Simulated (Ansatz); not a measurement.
**InF (SMILES [F][In]) at PBE0/def2-TZVPP (core potential)**

Aim: the energy change on altering one bond length of InF at PBE0/def2-TZVPP (core potential), from 2 runs. 

Program for the calculation: Ansatz 0.2.0.

36 further runs of the same task are left out: 36 set aside as unsound or not needed.

### 1 The structure to begin with

The species is InF (2 atoms), meant as a singlet with charge 0. As SMILES, `[F][In]`. The shape is that of a PBE0-D4/def2-TZVP optimisation.

Bond lengths: F1–In2 1.994 Å.

### 2 A single-point energy at PBE0/def2-TZVPP (core potential)

Contents of job.yaml:

```yaml
crystal:
  periodic: [false, false, false]
  atoms:
    - {symbol: F, position_ang: [0.000000, 0.000000, 0.015910]}
    - {symbol: In, position_ang: [-0.000000, -0.000000, 2.009580]}
basis:
  gaussian: {orbitals: def2-TZVPP}
hamiltonian: {xc: {name: PBE0}}
accuracy: high
output: {orbitals: {seedname: orbitals}}
```

Started as:

```
$ ansatz run job.yaml --threads 1 --pin off --max-ram 3480MiB --events-out events.jsonl --progress --plain --runs-dir runs
```

Output:

```text
Warning: RAYON_NUM_THREADS=1 ignored (pool sized by the plan → 1); use --threads N
Functional definition: PBE0
  name "PBE0"
  parameter a = 0.25
  parameter kappa = 0.804
  parameter beta = 0.06672455060314922
  exchange = (1 - a)*pbe_x(kappa = kappa, mu = beta*pi^2/3) + a*exact_x
  correlation = pbe_c(beta = beta)
1346 factors; integrals over basis functions are off by at most 3.4e-9 eV
mean field evaluation 1: about -7887.6031 eV, gradient 4.5e1 eV
mean field evaluation 2: about -7828.6689 eV, gradient 1.9e2 eV
mean field evaluation 4: about -7890.9793 eV, gradient 3.7e0 eV
mean field evaluation 8: about -7891.0043 eV, gradient 2.5e-2 eV
mean field evaluation 16: about -7891.0043 eV, gradient 3.4e-7 eV
mean field -7891.00433484 eV, -289.9890605906 hartree, gradient 4.7e-8 eV, S^2 0.000000; 0 other end points of the search recorded, 0 dependent functions left out
reference -7891.00433769 eV, -289.9890606954 hartree; 15, 15 occupied and 66, 66 virtual orbitals, 1346 factors
Total energy: -7891.00433769 eV, -289.9890606954 hartree
```

It took 3.9 s on 1 thread of Arm Neoverse V1, shared host; peak memory 0.18 GiB.

### 3 The distorted shape at the same level

Contents of in.yaml:

```yaml
crystal:
  periodic: [false, false, false]
  atoms:
    - symbol: F
      position_ang: [0.000000, 0.000000, -0.582220]
    - symbol: In
      position_ang: [-0.000000, -0.000000, 2.009580]
basis:
  gaussian: {orbitals: def2-TZVPP}
output: {orbitals: {seedname: orbitals}}
accuracy: high
hamiltonian: {xc: pbe0}
```

Started as:

```
$ ansatz run in.yaml --threads 1 --pin off --max-ram 3480MiB --events-out events.jsonl --progress --plain --runs-dir runs
```

Output, shortened:

```text
Warning: RAYON_NUM_THREADS=1 ignored (pool sized by the plan → 1); use --threads N
[... 7 set-up lines as earlier in the session ...]
1311 factors; integrals over basis functions are off by at most 3.9e-9 eV
mean field evaluation 1: about -7885.1892 eV, gradient 4.9e1 eV
mean field evaluation 2: about -7610.4130 eV, gradient 2.1e2 eV
mean field evaluation 4: about -7889.6689 eV, gradient 6.7e0 eV
mean field evaluation 8: about -7889.7316 eV, gradient 5.3e-1 eV
mean field evaluation 16: about -7889.7321 eV, gradient 1.4e-5 eV
mean field -7889.73213864 eV, -289.9423082427 hartree, gradient 5.2e-8 eV, S^2 0.000000; 0 other end points of the search recorded, 0 dependent functions left out
reference -7889.73214153 eV, -289.9423083488 hartree; 15, 15 occupied and 66, 66 virtual orbitals, 1311 factors
Total energy: -7889.73214153 eV, -289.9423083488 hartree
```

Wall time 3.9 s (1 thread of Arm Neoverse V1, shared host); peak memory 0.18 GiB.

### 4 Results

Level: PBE0/def2-TZVPP (core potential).

```
                                                          quantity          value
                                         first shape: total energy  -289.98906 Eh
                                          first shape: HOMO energy       -7.52 eV
                                          first shape: LUMO energy       -1.57 eV
                                        first shape: HOMO–LUMO gap        5.95 eV
                                     distorted shape: total energy  -289.94231 Eh
                                      distorted shape: HOMO energy       -7.21 eV
                                      distorted shape: LUMO energy       -2.33 eV
                                    distorted shape: HOMO–LUMO gap        4.88 eV
energy change with the F1–In2 bond stretched from 1.994 to 2.592 Å       1.272 eV
```

With the F1–In2 bond stretched from 1.994 to 2.592 Å the energy rises by 1.27 eV (29 kcal/mol).
